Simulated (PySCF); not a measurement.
# WI₄: ligand-field states, part 1 of 2

Aim: compute the ligand-field states of WI₄.

Programs: PySCF 2.14.0, with routines of our own; each step states its level. All values are computed. Atoms count from 0.

## 1. The starting structure

5 atoms, charge 0, states of the metal's open shell are computed; geometry from: model geometry, bond lengths from ionic radii.

## 2. Ligand-field states: state-averaged CASSCF

What the job is given:

```
{"job": {"kind": "lf", "basis": {"metal": "x2c-TZVPall", "ligand": "x2c-SVPall"}, "nevpt": true}, "charge": 0, "metal": "W", "open_shell": "d2"}
W      0.000000     0.000000     0.000000
I      1.501111     1.501111     1.501111
I     -1.501111    -1.501111     1.501111
I     -1.501111     1.501111    -1.501111
I      1.501111    -1.501111    -1.501111
```

With the program's defaults for keys left out, this is: state-averaged CASSCF of the metal d shell, SC-NEVPT2 on the averaged canonical orbitals, state-interaction spin-orbit coupling.

Launch:

```
$ OMP_NUM_THREADS=1 python lf_run.py task.json out
```

The driver reads the jobs from task.json and runs them one after another.

What it wrote:

```text
basis functions 225, electrons 286, active (2e, 5o)
stage 1: DIIS on the effective Fock matrix, level shift 0.30
cycle   1  E = -44587.5550863669  dE = -4.459e+04  max|g| = 9.011e-01
cycle   2  E = -44586.6773795136  dE =  8.777e-01  max|g| = 7.680e-01
cycle   3  E = -44587.7121263865  dE = -1.035e+00  max|g| = 6.639e-01
cycle   4  E = -44588.6135597598  dE = -9.014e-01  max|g| = 2.032e-01
cycle   5  E = -44588.6551029851  dE = -4.154e-02  max|g| = 8.044e-02
cycle   6  E = -44588.6644633054  dE = -9.360e-03  max|g| = 1.954e-02
cycle   7  E = -44588.6664826592  dE = -2.019e-03  max|g| = 9.974e-03
cycle   8  E = -44588.6670560929  dE = -5.734e-04  max|g| = 9.791e-03
cycle   9  E = -44588.6672372272  dE = -1.811e-04  max|g| = 3.908e-03
cycle  10  E = -44588.6672690542  dE = -3.183e-05  max|g| = 3.777e-03
cycle  11  E = -44588.6672863795  dE = -1.733e-05  max|g| = 1.624e-03
...
cycle  28  E = -44588.6672925906  dE = -1.579e-09  max|g| = 5.854e-05
cycle  29  E = -44588.6672925917  dE = -1.070e-09  max|g| = 5.818e-05
cycle  30  E = -44588.6672925926  dE = -8.367e-10  max|g| = 4.941e-05
cycle  31  E = -44588.6672925932  dE = -6.039e-10  max|g| = 3.647e-05
cycle  32  E = -44588.6672925936  dE = -4.075e-10  max|g| = 2.950e-05
cycle  33  E = -44588.6672925939  dE = -3.420e-10  max|g| = 2.499e-05
cycle  34  E = -44588.6672925941  dE = -2.183e-10  max|g| = 2.017e-05
cycle  35  E = -44588.6672925943  dE = -1.455e-10  max|g| = 1.695e-05
cycle  36  E = -44588.6672925944  dE = -1.019e-10  max|g| = 1.312e-05
cycle  37  E = -44588.6672925944  dE = -6.548e-11  max|g| = 1.249e-05
cycle  38  E = -44588.6672925945  dE = -5.093e-11  max|g| = 9.302e-06
converged average energy = -44588.6672925945

 mult deg   label        CASSCF/cm-1   NEVPT2/cm-1
   3   1   3A2                 0.0           0.0
   1   2   1E               8104.4        6695.6
   3   3   3T2              8551.1        9367.9
   1   1   1A1             14087.9       11887.7
   3   3   3T1             12768.2       12552.1
   1   3   1T2             16579.5       15768.9
   1   3   1T1             17553.8       16534.9
   3   3   3T1             19898.8       19522.9
   1   2   1E              23683.6       22819.0
   1   3   1T2             26217.0       24749.3
   1   1   1A1             36885.1       31679.7

spin-orbit levels / cm-1
      0.00  x3  3A2 0.91 3T2 0.07
   5258.57  x2  1E 0.64 3T2 0.22 3T1 0.13
  10101.46  x3  3T2 0.96
  10249.57  x1  3T2 1.00
  10303.65  x3  3T2 0.81 3A2 0.08 3T1 0.07
  11013.20  x2  3T2 0.68 1E 0.24 3T1 0.07
  11102.16  x1  1A1 0.60 3T1 0.35 3T1 0.04
  12746.62  x3  3T1 0.87 3T2 0.07
  13454.38  x2  3T1 0.83 1E 0.10 1E 0.04
  14158.54  x3  3T1 0.94
  15546.53  x1  3T1 0.52 1A1 0.40 3T1 0.05
  16231.71  x3  1T2 0.80 3T1 0.13 3T1 0.04
  17077.59  x3  1T1 0.84 3T1 0.15
  19703.17  x1  3T1 0.90 3T1 0.10
  20788.55  x3  3T1 0.81 1T1 0.14
  21683.48  x2  3T1 0.84 1E 0.09 3T2 0.06
  22320.26  x3  3T1 0.83 1T2 0.15
  24577.90  x2  1E 0.87 3T1 0.09 3T1 0.04
  26270.51  x3  1T2 0.96
  33438.93  x1  1A1 0.96
```

It took 79 s on 1 thread of AMD EPYC 9R14, shared host; peak memory 0.8 GiB.

Warnings kept with the result: strongly covalent, metal-shell active space is small for this complex.

In short:

| quantity | value |
| --- | --- |
| spin-orbit constant ζ | 1597 cm⁻¹ |

Powder susceptibility:

| T (K) | χT (cm³ K/mol) | μ(eff) |
| --- | --- | --- |
| 2 | 0.509 | 2.02 |
| 5 | 0.509 | 2.02 |
| 10 | 0.510 | 2.02 |
| 20 | 0.511 | 2.02 |
| 30 | 0.511 | 2.02 |
| 50 | 0.513 | 2.03 |
| 75 | 0.515 | 2.03 |
| 100 | 0.517 | 2.03 |
| 150 | 0.521 | 2.04 |
| 200 | 0.526 | 2.05 |
| 250 | 0.530 | 2.06 |
| 300 | 0.534 | 2.07 |

## 3. Ligand-field states: state-averaged CASSCF (bond length × 0.92)

What the job is given:

```
{"job": {"kind": "lf", "basis": {"metal": "x2c-TZVPall", "ligand": "x2c-SVPall"}, "nevpt": true, "reuse": true}, "charge": 0, "metal": "W", "open_shell": "d2"}
W      0.000000     0.000000     0.000000
I      1.381022     1.381022     1.381022
I     -1.381022    -1.381022     1.381022
I     -1.381022     1.381022    -1.381022
I      1.381022    -1.381022    -1.381022
```

Method: state-averaged CASSCF of the metal d shell, SC-NEVPT2 on the averaged canonical orbitals, state-interaction spin-orbit coupling.

What it wrote:

```text
basis functions 225, electrons 286, active (2e, 5o)
start from the orbitals of the previous structure
stage 1: DIIS on the effective Fock matrix, level shift 0.30
cycle   1  E = -44579.5204471911  dE = -4.458e+04  max|g| = 9.705e+01
cycle   2  E = -44585.9267348839  dE = -6.406e+00  max|g| = 9.564e-01
cycle   3  E = -44586.8165188548  dE = -8.898e-01  max|g| = 9.248e-01
cycle   4  E = -44588.3301885811  dE = -1.514e+00  max|g| = 4.150e-01
cycle   5  E = -44588.5586429454  dE = -2.285e-01  max|g| = 1.357e-01
cycle   6  E = -44588.5702430871  dE = -1.160e-02  max|g| = 9.772e-02
cycle   7  E = -44588.5779498040  dE = -7.707e-03  max|g| = 3.194e-02
cycle   8  E = -44588.5789005678  dE = -9.508e-04  max|g| = 9.413e-03
cycle   9  E = -44588.5790878157  dE = -1.872e-04  max|g| = 5.083e-03
cycle  10  E = -44588.5791387991  dE = -5.098e-05  max|g| = 4.662e-03
cycle  11  E = -44588.5791553208  dE = -1.652e-05  max|g| = 3.459e-03
cycle  12  E = -44588.5791663350  dE = -1.101e-05  max|g| = 2.745e-03
cycle  13  E = -44588.5791705099  dE = -4.175e-06  max|g| = 1.647e-03
cycle  14  E = -44588.5791720287  dE = -1.519e-06  max|g| = 9.649e-04
cycle  15  E = -44588.5791726330  dE = -6.043e-07  max|g| = 7.016e-04
cycle  16  E = -44588.5791728511  dE = -2.181e-07  max|g| = 4.852e-04
cycle  17  E = -44588.5791729581  dE = -1.070e-07  max|g| = 2.684e-04
cycle  18  E = -44588.5791730076  dE = -4.942e-08  max|g| = 1.585e-04
cycle  19  E = -44588.5791730304  dE = -2.280e-08  max|g| = 1.213e-04
cycle  20  E = -44588.5791730392  dE = -8.877e-09  max|g| = 8.395e-05
cycle  21  E = -44588.5791730430  dE = -3.733e-09  max|g| = 5.591e-05
cycle  22  E = -44588.5791730446  dE = -1.615e-09  max|g| = 3.663e-05
cycle  23  E = -44588.5791730453  dE = -7.349e-10  max|g| = 2.112e-05
cycle  24  E = -44588.5791730457  dE = -3.420e-10  max|g| = 1.945e-05
cycle  25  E = -44588.5791730458  dE = -1.819e-10  max|g| = 1.224e-05
cycle  26  E = -44588.5791730459  dE = -5.821e-11  max|g| = 8.943e-06
converged average energy = -44588.5791730459

 mult deg   label        CASSCF/cm-1   NEVPT2/cm-1
   3   1   3A2                 0.0           0.0
   1   2   1E               6940.3        5715.2
   1   1   1A1             12381.7       10266.5
   3   3   3T2              9932.4       10573.0
   3   3   3T1             13993.0       13182.2
   1   3   1T2             17640.4       16230.6
   1   3   1T1             17566.9       16349.7
   3   3   3T1             22430.4       21644.5
   1   2   1E              25526.1       23979.1
   1   3   1T2             28433.5       26064.0
   1   1   1A1             36871.5       31450.1

spin-orbit levels / cm-1
      0.00  x3  3A2 0.94 3T2 0.04
   5014.17  x2  1E 0.82 3T2 0.11 3T1 0.07
   9894.64  x1  1A1 0.80 3T1 0.19
  10904.51  x3  3T2 0.97
  11244.85  x2  3T2 0.84 1E 0.08 3T1 0.04
  11461.25  x3  3T2 0.92 3A2 0.05
  11529.53  x1  3T2 1.00
  13013.74  x3  3T1 0.93 1T2 0.04
  13673.55  x2  3T1 0.87 1E 0.09
  14348.01  x3  3T1 0.99
  15147.47  x1  3T1 0.75 1A1 0.20
  16745.04  x3  1T2 0.87 3T1 0.07 3T1 0.05
  16825.42  x3  1T1 0.94 3T1 0.04
  21314.26  x1  3T1 0.97
  22232.88  x3  3T1 0.93 1T1 0.05
  23169.83  x2  3T1 0.76 1E 0.20 3T2 0.04
  23709.15  x3  3T1 0.90 1T2 0.07
  25509.66  x2  1E 0.77 3T1 0.19 3T1 0.03
  27239.59  x3  1T2 0.96
  32748.40  x1  1A1 0.97 3T1 0.03
```

Wall time 57 s (1 thread of AMD EPYC 9R14, shared host); peak memory 0.79 GiB.

Warnings kept with the result: strongly covalent, metal-shell active space is small for this complex.

Key values:

| quantity | value |
| --- | --- |
| spin-orbit constant ζ | 1270 cm⁻¹ |

Powder susceptibility:

| T (K) | χT (cm³ K/mol) | μ(eff) |
| --- | --- | --- |
| 2 | 0.662 | 2.30 |
| 20 | 0.663 | 2.30 |
| 100 | 0.667 | 2.31 |
| 300 | 0.677 | 2.33 |

## 4. Ligand-field states: state-averaged CASSCF (bond length × 0.96)

What the job is given:

```
{"job": {"kind": "lf", "basis": {"metal": "x2c-TZVPall", "ligand": "x2c-SVPall"}, "nevpt": true, "reuse": true}, "charge": 0, "metal": "W", "open_shell": "d2"}
W      0.000000     0.000000     0.000000
I      1.441066     1.441066     1.441067
I     -1.441066    -1.441066     1.441067
I     -1.441066     1.441066    -1.441067
I      1.441066    -1.441066    -1.441067
```

With the program's defaults for keys left out, this is: state-averaged CASSCF of the metal d shell, SC-NEVPT2 on the averaged canonical orbitals, state-interaction spin-orbit coupling.

What it wrote:

```text
basis functions 225, electrons 286, active (2e, 5o)
start from the orbitals of the previous structure
stage 1: DIIS on the effective Fock matrix, level shift 0.30
cycle   1  E = -44585.2467072440  dE = -4.459e+04  max|g| = 5.817e+01
cycle   2  E = -44588.5482584091  dE = -3.302e+00  max|g| = 4.316e-01
cycle   3  E = -44588.6311770121  dE = -8.292e-02  max|g| = 9.660e-02
cycle   4  E = -44588.6374033845  dE = -6.226e-03  max|g| = 5.129e-02
cycle   5  E = -44588.6412154977  dE = -3.812e-03  max|g| = 1.621e-02
cycle   6  E = -44588.6415913416  dE = -3.758e-04  max|g| = 1.197e-02
cycle   7  E = -44588.6417100770  dE = -1.187e-04  max|g| = 6.096e-03
cycle   8  E = -44588.6417460081  dE = -3.593e-05  max|g| = 3.471e-03
cycle   9  E = -44588.6417586927  dE = -1.268e-05  max|g| = 1.899e-03
cycle  10  E = -44588.6417624687  dE = -3.776e-06  max|g| = 9.882e-04
cycle  11  E = -44588.6417635247  dE = -1.056e-06  max|g| = 5.040e-04
cycle  12  E = -44588.6417638221  dE = -2.974e-07  max|g| = 3.132e-04
cycle  13  E = -44588.6417639237  dE = -1.015e-07  max|g| = 2.079e-04
cycle  14  E = -44588.6417639565  dE = -3.289e-08  max|g| = 1.470e-04
cycle  15  E = -44588.6417639707  dE = -1.418e-08  max|g| = 9.660e-05
cycle  16  E = -44588.6417639759  dE = -5.217e-09  max|g| = 6.969e-05
cycle  17  E = -44588.6417639784  dE = -2.503e-09  max|g| = 4.794e-05
cycle  18  E = -44588.6417639795  dE = -1.084e-09  max|g| = 3.433e-05
cycle  19  E = -44588.6417639800  dE = -5.020e-10  max|g| = 2.483e-05
cycle  20  E = -44588.6417639803  dE = -2.547e-10  max|g| = 1.749e-05
cycle  21  E = -44588.6417639804  dE = -1.528e-10  max|g| = 1.300e-05
cycle  22  E = -44588.6417639805  dE = -2.183e-11  max|g| = 9.952e-06
converged average energy = -44588.6417639805

 mult deg   label        CASSCF/cm-1   NEVPT2/cm-1
   3   1   3A2                 0.0           0.0
   1   2   1E               7556.2        6223.5
   3   3   3T2              9230.2        9897.3
   1   1   1A1             13311.7       11109.0
   3   3   3T1             13408.8       12814.8
   1   3   1T2             17083.9       15959.6
   1   3   1T1             17577.7       16406.7
   3   3   3T1             21061.1       20472.3
   1   2   1E              24551.5       23307.7
   1   3   1T2             27287.3       25323.8
   1   1   1A1             36872.8       31513.9

spin-orbit levels / cm-1
      0.00  x3  3A2 0.93 3T2 0.06
   5184.71  x2  1E 0.74 3T2 0.16 3T1 0.10
  10456.51  x3  3T2 0.97
  10541.62  x1  1A1 0.70 3T1 0.27
  10806.89  x1  3T2 1.00
  10829.43  x3  3T2 0.87 3A2 0.06 3T1 0.03
  11066.62  x2  3T2 0.78 1E 0.16 3T1 0.06
  12822.08  x3  3T1 0.91 1T2 0.03 3T2 0.03
  13486.70  x2  3T1 0.86 1E 0.10 1E 0.03
  14186.40  x3  3T1 0.97
  15254.60  x1  3T1 0.64 1A1 0.30 3T1 0.03
  16450.88  x3  1T2 0.84 3T1 0.10 3T1 0.05
  16914.62  x1  1T1 0.91 3T1 0.08
  16914.64  x2  1T1 0.91 3T1 0.08
  20466.44  x1  3T1 0.94 3T1 0.06
  21410.43  x1  3T1 0.88 1T1 0.08
  21410.44  x2  3T1 0.88 1T1 0.08
  22343.94  x2  3T1 0.81 1E 0.13 3T2 0.05
  22902.44  x3  3T1 0.87 1T2 0.11
  24920.15  x1  1E 0.84 3T1 0.12 3T1 0.04
  24920.17  x1  1E 0.84 3T1 0.12 3T1 0.04
  26659.06  x2  1T2 0.97
  26659.08  x1  1T2 0.97
  33024.32  x1  1A1 0.97 3T1 0.03
```

Run time: 51 s. Hardware: 1 thread of AMD EPYC 9R14, shared host; peak memory 0.78 GiB.

Warnings kept with the result: strongly covalent, metal-shell active space is small for this complex.

From this job:

| quantity | value |
| --- | --- |
| spin-orbit constant ζ | 1446 cm⁻¹ |

Powder susceptibility:

| T (K) | χT (cm³ K/mol) | μ(eff) |
| --- | --- | --- |
| 2 | 0.582 | 2.16 |
| 20 | 0.583 | 2.16 |
| 100 | 0.589 | 2.17 |
| 300 | 0.602 | 2.19 |

(Continued in part 2 of 2.)
